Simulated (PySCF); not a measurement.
# B₂F₂GeH₄: NMR shifts at several levels of theory

Aim: compute the NMR shifts of B₂F₂GeH₄ (`[BH2][GeH2][B](F)F`) at several levels, and see how far they spread and what each costs.

The runs use PySCF 2.14.0, with density-fitted response routines of our own; the level of theory stands in each step. All values are computed, except where a source is named. Atoms count from 0, in the outputs and in this text.

**1. The molecule as given**

9 atoms, charge 0, multiplicity 1; geometry from: PBE0-D3(BJ)/def2-SVP.

Bonds of the start (Å): B0–Ge1 2.05, Ge1–B2 2.08, B2–F3 1.32, B2–F4 1.32, B0–H5 1.21, B0–H6 1.21, Ge1–H7 1.54, Ge1–H8 1.54.

**2. NMR shieldings: HF/pcSseg-2**

What the job is given:

```
{"job": {"kind": "nmr", "xc": "HF", "basis": "pcSseg-2", "pop": false}, "charge": 0, "multiplicity": 1}
B      1.569805    -0.657731     0.071523
Ge     0.091654     0.705380    -0.330643
B     -1.685998    -0.314068     0.018216
F     -2.187981    -0.431901     1.231149
F     -2.342133    -0.905921    -0.959109
H      1.966666    -0.811929     1.200641
H      2.004640    -1.367554    -0.802413
H      0.129579     1.923513     0.611314
H      0.089878     1.190312    -1.791742
```

Level: GIAO HF/pcSseg-2 NMR shielding, non-relativistic, gas phase.

The run is started by

```console
$ OMP_NUM_THREADS=1 python probes_run.py task.json out
```

One launch serves the whole session: the jobs run in the order shown.

The program printed:

```text
final grid: 80152 points
cycle   1  E = -2326.0259180197  dE = -4.140e-01  |g| = 8.479e-01  |ddm| = 1.916e+00
cycle   2  E = -2326.1155070764  dE = -8.959e-02  |g| = 5.500e-01  |ddm| = 5.392e-01
cycle   3  E = -2326.1444417085  dE = -2.893e-02  |g| = 7.274e-02  |ddm| = 1.817e-01
cycle   4  E = -2326.1460768002  dE = -1.635e-03  |g| = 2.639e-02  |ddm| = 8.126e-02
cycle   5  E = -2326.1462515986  dE = -1.748e-04  |g| = 7.834e-03  |ddm| = 2.189e-02
cycle   6  E = -2326.1462751928  dE = -2.359e-05  |g| = 2.058e-03  |ddm| = 8.313e-03
cycle   7  E = -2326.1462782037  dE = -3.011e-06  |g| = 5.484e-04  |ddm| = 3.405e-03
cycle   8  E = -2326.1462785002  dE = -2.966e-07  |g| = 1.150e-04  |ddm| = 1.271e-03
cycle   9  E = -2326.1462785131  dE = -1.284e-08  |g| = 2.997e-05  |ddm| = 2.587e-04
cycle  10  E = -2326.1462785140  dE = -8.831e-10  |g| = 1.053e-05  |ddm| = 5.613e-05
converged SCF energy = -2326.1462785140

GIAO shielding tensors (ppm)
atom      isotropic    diamagn.    paramagn.     s11        s22        s33       span
  0 B        0.741     188.558    -187.818   -125.362    -20.839    148.423    273.785
  1 Ge    1792.892    2755.999    -963.107   1721.387   1806.029   1851.260    129.873
  2 B       80.607     190.371    -109.764     46.518     89.617    105.687     59.169
  3 F      247.493     467.517    -220.025     45.596    329.540    367.343    321.747
  4 F      246.216     467.080    -220.864     44.271    329.454    364.924    320.653
  5 H       21.678      28.702      -7.024      9.841     26.928     28.264     18.422
  6 H       21.678      28.615      -6.936      9.924     26.912     28.199     18.275
  7 H       28.220      29.642      -1.422     22.138     23.638     38.884     16.746
  8 H       28.250      29.653      -1.403     22.300     23.446     39.002     16.702
```

It took 18 s on 1 thread of Arm Neoverse V1, shared host; peak memory 0.99 GiB.

The references, computed at this level on geometries of the same kind, shield at (ppm): 1H TMS 31.68, 19F CFCl3 245.3, 11B BF3·OEt2 114.5, 73Ge GeMe4 1493. Their shielding less the atom's gives the shift. The references are single molecules in the gas phase, so shifts against H2O, NH3, PH3, H3PO4 or CFCl3 are not on the usual liquid scales and can be off by tens of ppm. Atoms listed in one row are averaged.

```tsv
atoms	environment	σ (ppm)	δ (ppm)
H5, H6	hydrogen on a boron bonded to Ge	21.68	10.00
H7, H8	hydrogen on a germanium bonded to 2 B	28.23	3.45
B0	boron bonded to Ge, 2 H	0.7	113.8
B2	boron bonded to 2 F, Ge	80.6	33.9
Ge1	germanium bonded to 2 B, 2 H	1793	-300
F3, F4	fluorine bonded to B	246.9	-1.6
```

**3. NMR shieldings: LDA/pcSseg-2**

The job, as its differences from that of step 2:

```diff
@@ -1,2 +1,2 @@
-{"job": {"kind": "nmr", "xc": "HF", "basis": "pcSseg-2", "pop": false}, "charge": 0, "multiplicity": 1}
+{"job": {"kind": "nmr", "xc": "LDA", "basis": "pcSseg-2", "pop": false}, "charge": 0, "multiplicity": 1}
 B      1.569805    -0.657731     0.071523
```

With the program's defaults for keys left out, this is: GIAO LDA/pcSseg-2 NMR shielding, non-relativistic, gas phase.

The program printed:

```text
coarse grid: 38264 points
cycle   1  E = -2323.9013342351  dE = -4.126e-01  |g| = 1.465e+00  |ddm| = 2.145e+00
cycle   2  E = -2323.6046016987  dE =  2.967e-01  |g| = 2.199e+00  |ddm| = 9.519e-01
cycle   3  E = -2324.0098726438  dE = -4.053e-01  |g| = 3.507e-01  |ddm| = 7.686e-01
cycle   4  E = -2324.0279908674  dE = -1.812e-02  |g| = 1.335e-01  |ddm| = 1.852e-01
cycle   5  E = -2324.0297214261  dE = -1.731e-03  |g| = 2.079e-02  |ddm| = 4.549e-02
cycle   6  E = -2324.0298157022  dE = -9.428e-05  |g| = 2.767e-03  |ddm| = 2.150e-02
cycle   7  E = -2324.0298179214  dE = -2.219e-06  |g| = 6.728e-04  |ddm| = 3.310e-03
final grid: 80152 points
cycle   8  E = -2324.0298163901  dE =  1.156e-07  |g| = 1.175e-03  |ddm| = 1.762e-03
cycle   9  E = -2324.0298155449  dE =  8.452e-07  |g| = 2.465e-03  |ddm| = 1.827e-03
cycle  10  E = -2324.0298166793  dE = -1.134e-06  |g| = 2.224e-04  |ddm| = 1.129e-03
cycle  11  E = -2324.0298166917  dE = -1.237e-08  |g| = 5.282e-05  |ddm| = 1.658e-04
cycle  12  E = -2324.0298166923  dE = -5.821e-10  |g| = 1.001e-05  |ddm| = 3.392e-05
converged SCF energy = -2324.0298166923

GIAO shielding tensors (ppm)
atom      isotropic    diamagn.    paramagn.     s11        s22        s33       span
  0 B      -51.177     191.249    -242.426   -201.870    -87.700    136.038    337.907
  1 Ge    1579.966    2758.295   -1178.329   1521.973   1553.288   1664.637    142.664
  2 B       57.539     193.107    -135.568     29.699     67.643     75.275     45.576
  3 F      159.164     466.590    -307.426    -68.217    235.601    310.107    378.324
  4 F      158.583     466.152    -307.568    -67.544    236.602    306.692    374.236
  5 H       19.252      28.416      -9.164      4.663     26.029     27.064     22.400
  6 H       19.249      28.347      -9.098      4.746     26.012     26.989     22.243
  7 H       26.354      28.070      -1.716     20.410     21.783     36.869     16.459
  8 H       26.420      28.102      -1.682     20.588     21.667     37.005     16.417
```

Run time: 31 s. Hardware: 1 thread of Arm Neoverse V1, shared host; peak memory 0.81 GiB.

In short: δ B0 142.2, B2 33.4, Ge1 -352, F3 -20.6, H5 11.52, H7 4.38 ppm (means over like atoms).

**4. Shielding tensors: PBE/pcSseg-2**

The job, as its differences from that of step 3:

```diff
@@ -1,2 +1,2 @@
-{"job": {"kind": "nmr", "xc": "LDA", "basis": "pcSseg-2", "pop": false}, "charge": 0, "multiplicity": 1}
+{"job": {"kind": "nmr", "xc": "PBE", "basis": "pcSseg-2", "pop": false}, "charge": 0, "multiplicity": 1}
 B      1.569805    -0.657731     0.071523
```

With the program's defaults for keys left out, this is: GIAO PBE/pcSseg-2 NMR shielding, non-relativistic, gas phase.

The program printed:

```text
coarse grid: 38264 points
cycle   1  E = -2328.2987632581  dE = -3.962e-01  |g| = 1.399e+00  |ddm| = 2.075e+00
cycle   2  E = -2327.9858353512  dE =  3.129e-01  |g| = 2.148e+00  |ddm| = 9.840e-01
cycle   3  E = -2328.4096592283  dE = -4.238e-01  |g| = 3.289e-01  |ddm| = 7.847e-01
cycle   4  E = -2328.4256005769  dE = -1.594e-02  |g| = 1.260e-01  |ddm| = 1.668e-01
cycle   5  E = -2328.4270481591  dE = -1.448e-03  |g| = 1.717e-02  |ddm| = 4.206e-02
cycle   6  E = -2328.4271097578  dE = -6.160e-05  |g| = 2.692e-03  |ddm| = 1.781e-02
cycle   7  E = -2328.4271119067  dE = -2.149e-06  |g| = 4.858e-04  |ddm| = 3.245e-03
final grid: 80152 points
cycle   8  E = -2328.4270913848  dE = -2.168e-08  |g| = 6.719e-04  |ddm| = 1.943e-03
cycle   9  E = -2328.4270911922  dE =  1.926e-07  |g| = 1.191e-03  |ddm| = 1.260e-03
cycle  10  E = -2328.4270915077  dE = -3.155e-07  |g| = 1.447e-04  |ddm| = 6.946e-04
cycle  11  E = -2328.4270915125  dE = -4.744e-09  |g| = 2.981e-05  |ddm| = 1.076e-04
cycle  12  E = -2328.4270915126  dE = -1.633e-10  |g| = 6.925e-06  |ddm| = 1.807e-05
converged SCF energy = -2328.4270915126

GIAO shielding tensors (ppm)
atom      isotropic    diamagn.    paramagn.     s11        s22        s33       span
  0 B      -36.189     190.464    -226.653   -178.126    -65.902    135.461    313.587
  1 Ge    1614.249    2758.472   -1144.223   1570.340   1591.064   1681.343    111.004
  2 B       60.706     192.454    -131.748     34.926     69.763     77.431     42.505
  3 F      167.930     467.574    -299.644    -55.360    246.588    312.560    367.920
  4 F      167.179     467.107    -299.928    -55.073    247.364    309.245    364.318
  5 H       20.257      28.808      -8.551      6.640     26.562     27.569     20.929
  6 H       20.253      28.708      -8.454      6.722     26.548     27.490     20.769
  7 H       27.099      29.037      -1.938     21.195     22.567     37.535     16.340
  8 H       27.166      29.053      -1.887     21.366     22.447     37.687     16.321
```

It took 35 s on 1 thread of Arm Neoverse V1, shared host; peak memory 0.88 GiB.

In short: δ B0 128.9, B2 32.0, Ge1 -344, F3 -24.6, H5 10.92, H7 4.05 ppm (means over like atoms).

**5. Nuclear shieldings: BLYP/pcSseg-2**

The job, as its differences from that of step 4:

```diff
@@ -1,2 +1,2 @@
-{"job": {"kind": "nmr", "xc": "PBE", "basis": "pcSseg-2", "pop": false}, "charge": 0, "multiplicity": 1}
+{"job": {"kind": "nmr", "xc": "BLYP", "basis": "pcSseg-2", "pop": false}, "charge": 0, "multiplicity": 1}
 B      1.569805    -0.657731     0.071523
```

Method: GIAO BLYP/pcSseg-2 NMR shielding, non-relativistic, gas phase.

The program printed:

```text
coarse grid: 38264 points
cycle   1  E = -2328.8968480453  dE = -3.844e-01  |g| = 1.453e+00  |ddm| = 2.059e+00
cycle   2  E = -2328.5149486236  dE =  3.819e-01  |g| = 2.307e+00  |ddm| = 1.069e+00
cycle   3  E = -2329.0213632541  dE = -5.064e-01  |g| = 3.574e-01  |ddm| = 8.577e-01
cycle   4  E = -2329.0399888821  dE = -1.863e-02  |g| = 1.288e-01  |ddm| = 1.729e-01
cycle   5  E = -2329.0413733639  dE = -1.384e-03  |g| = 1.855e-02  |ddm| = 4.422e-02
cycle   6  E = -2329.0414470839  dE = -7.372e-05  |g| = 3.070e-03  |ddm| = 2.003e-02
cycle   7  E = -2329.0414498477  dE = -2.764e-06  |g| = 6.038e-04  |ddm| = 3.717e-03
final grid: 80152 points
cycle   8  E = -2329.0414387717  dE =  6.498e-08  |g| = 9.675e-04  |ddm| = 2.129e-03
cycle   9  E = -2329.0414382306  dE =  5.411e-07  |g| = 1.851e-03  |ddm| = 1.887e-03
cycle  10  E = -2329.0414390219  dE = -7.913e-07  |g| = 1.767e-04  |ddm| = 1.097e-03
cycle  11  E = -2329.0414390296  dE = -7.709e-09  |g| = 4.742e-05  |ddm| = 1.425e-04
cycle  12  E = -2329.0414390299  dE = -3.465e-10  |g| = 1.109e-05  |ddm| = 2.436e-05
converged SCF energy = -2329.0414390299

GIAO shielding tensors (ppm)
atom      isotropic    diamagn.    paramagn.     s11        s22        s33       span
  0 B      -36.475     189.665    -226.140   -177.949    -63.015    131.539    309.489
  1 Ge    1584.732    2757.202   -1172.470   1538.145   1568.165   1647.885    109.739
  2 B       58.174     192.185    -134.011     30.521     67.676     76.326     45.805
  3 F      171.869     468.360    -296.491    -49.606    250.949    314.264    363.870
  4 F      170.989     467.870    -296.880    -49.609    251.585    310.992    360.601
  5 H       20.771      29.097      -8.326      7.490     26.891     27.933     20.443
  6 H       20.767      28.999      -8.232      7.570     26.876     27.854     20.284
  7 H       27.400      28.973      -1.573     21.550     22.911     37.738     16.189
  8 H       27.464      28.992      -1.529     21.712     22.787     37.892     16.179
```

It took 36 s on 1 thread of Arm Neoverse V1, shared host; peak memory 0.88 GiB.

This run: δ B0 127.6, B2 32.9, Ge1 -348, F3 -28.3, H5 10.61, H7 3.94 ppm (means over like atoms).

**6. Nuclear shieldings: BP86/pcSseg-2**

The job, as its differences from that of step 5:

```diff
@@ -1,2 +1,2 @@
-{"job": {"kind": "nmr", "xc": "BLYP", "basis": "pcSseg-2", "pop": false}, "charge": 0, "multiplicity": 1}
+{"job": {"kind": "nmr", "xc": "BP86", "basis": "pcSseg-2", "pop": false}, "charge": 0, "multiplicity": 1}
 B      1.569805    -0.657731     0.071523
```

With the program's defaults for keys left out, this is: GIAO BP86/pcSseg-2 NMR shielding, non-relativistic, gas phase.

The program printed:

```text
coarse grid: 38264 points
cycle   1  E = -2329.1538915375  dE = -3.936e-01  |g| = 1.398e+00  |ddm| = 2.064e+00
cycle   2  E = -2328.8404546276  dE =  3.134e-01  |g| = 2.151e+00  |ddm| = 9.747e-01
cycle   3  E = -2329.2658727891  dE = -4.254e-01  |g| = 3.221e-01  |ddm| = 7.808e-01
cycle   4  E = -2329.2811973669  dE = -1.532e-02  |g| = 1.245e-01  |ddm| = 1.645e-01
cycle   5  E = -2329.2825954669  dE = -1.398e-03  |g| = 1.731e-02  |ddm| = 4.098e-02
cycle   6  E = -2329.2826565645  dE = -6.110e-05  |g| = 2.797e-03  |ddm| = 1.761e-02
cycle   7  E = -2329.2826587615  dE = -2.197e-06  |g| = 5.154e-04  |ddm| = 3.149e-03
final grid: 80152 points
cycle   8  E = -2329.2826513068  dE = -7.368e-08  |g| = 7.516e-04  |ddm| = 1.883e-03
cycle   9  E = -2329.2826510112  dE =  2.956e-07  |g| = 1.340e-03  |ddm| = 1.275e-03
cycle  10  E = -2329.2826513816  dE = -3.704e-07  |g| = 1.395e-04  |ddm| = 7.155e-04
cycle  11  E = -2329.2826513862  dE = -4.637e-09  |g| = 2.601e-05  |ddm| = 1.071e-04
cycle  12  E = -2329.2826514518  dE = -6.563e-08  |g| = 4.764e-06  |ddm| = 1.838e-05
cycle  13  E = -2329.2826514518  dE = -1.819e-12  |g| = 1.702e-06  |ddm| = 3.845e-06
converged SCF energy = -2329.2826514518

GIAO shielding tensors (ppm)
atom      isotropic    diamagn.    paramagn.     s11        s22        s33       span
  0 B      -32.617     190.969    -223.586   -171.505    -61.273    134.928    306.434
  1 Ge    1604.370    2758.331   -1153.961   1558.727   1585.038   1669.346    110.618
  2 B       61.448     193.347    -131.899     35.677     70.112     78.554     42.877
  3 F      171.056     466.522    -295.466    -50.426    248.645    314.949    365.375
  4 F      170.282     466.070    -295.788    -50.231    249.344    311.734    361.966
  5 H       20.460      28.945      -8.486      7.098     26.634     27.646     20.548
  6 H       20.457      28.826      -8.370      7.180     26.622     27.568     20.389
  7 H       27.147      28.927      -1.780     21.250     22.611     37.582     16.332
  8 H       27.213      28.948      -1.735     21.416     22.491     37.732     16.316
```

Run time: 38 s. Hardware: 1 thread of Arm Neoverse V1, shared host; peak memory 0.88 GiB.

Key values: δ B0 126.0, B2 31.9, Ge1 -345, F3 -26.7, H5 10.78, H7 4.05 ppm (means over like atoms).

[end of part 1 of 2]
